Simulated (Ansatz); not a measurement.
# CH8AlNSi: the cost of one run

Computed with Ansatz 0.2.0, Gaussian basis. Level: the settings change from run to run.

**1. The geometry**

The geometry comes from an earlier relaxation with PBE0-D4 in a triple-zeta def2 set; it is a stationary point, not always the lowest conformer.

SMILES `N[SiH2][CH2][AlH2]`, 12 atoms, charge 0, spin multiplicity 1.

Atoms are counted from 1 here; the program's logs count them from 0.

Bond lengths: N1–Si2 1.722 Å, N1–H5 1.008 Å, N1–H6 1.008 Å, Si2–C3 1.858 Å, Si2–H7 1.498 Å, Si2–H8 1.491 Å, C3–Al4 1.947 Å, C3–H9 1.097 Å, C3–H10 1.096 Å, Al4–H11 1.588 Å, Al4–H12 1.588 Å. Angles: Si2–N1–H5 119.6°, Si2–N1–H6 119.2°, H5–N1–H6 110.6°, N1–Si2–C3 111.0°, N1–Si2–H7 114.8°, N1–Si2–H8 105.7°, C3–Si2–H7 107.3°, C3–Si2–H8 111.6°, H7–Si2–H8 106.4°, Si2–C3–Al4 114.6°, Si2–C3–H9 107.9°, Si2–C3–H10 107.6°, Al4–C3–H9 108.9°, Al4–C3–H10 109.1°, H9–C3–H10 108.6°, C3–Al4–H11 120.5°, C3–Al4–H12 119.7°, H11–Al4–H12 119.8°.

**2. PBE0/aug-cc-pVDZ**

Options: unrestricted orbitals, D3(BJ) dispersion, the search for lower states set to light.

The input, in.yaml:

```yaml
crystal:
  periodic: [false, false, false]
  atoms:
    - {symbol: N, position_ang: [-0.922465, 2.123681, 0.226270]}
    - {symbol: Si, position_ang: [-0.834615, 0.403492, 0.215766]}
    - {symbol: C, position_ang: [0.843126, -0.175491, -0.333322]}
    - {symbol: Al, position_ang: [1.172923, -2.075633, -0.064997]}
    - {symbol: H, position_ang: [-0.697181, 2.638610, -0.610418]}
    - {symbol: H, position_ang: [-1.670864, 2.574765, 0.728655]}
    - {symbol: H, position_ang: [-1.845750, -0.271323, -0.658891]}
    - {symbol: H, position_ang: [-1.133906, -0.025087, 1.612040]}
    - {symbol: H, position_ang: [0.947022, 0.055102, -1.400570]}
    - {symbol: H, position_ang: [1.591294, 0.400296, 0.223954]}
    - {symbol: H, position_ang: [0.826566, -3.122756, -1.207830]}
    - {symbol: H, position_ang: [1.800850, -2.580755, 1.303345]}
basis:
  gaussian: {orbitals: aug-cc-pVDZ}
magnetization: {spin_polarized: true, initial_magnetization: 0}
hamiltonian: {xc: {name: PBE0}, dispersion: d3bj}
scf: {lower_state_search: light}
output: {forces: true}
```

Run with:

```
$ ansatz run in.yaml --threads 4 --pin off --events-out ev --progress --plain --max-ram 10444MiB
```

**Question.** How long does this run take on 4 threads of Arm Neoverse V1, shared host, and how much memory does it need?

About 6 s, with a peak of 0.67 GiB.
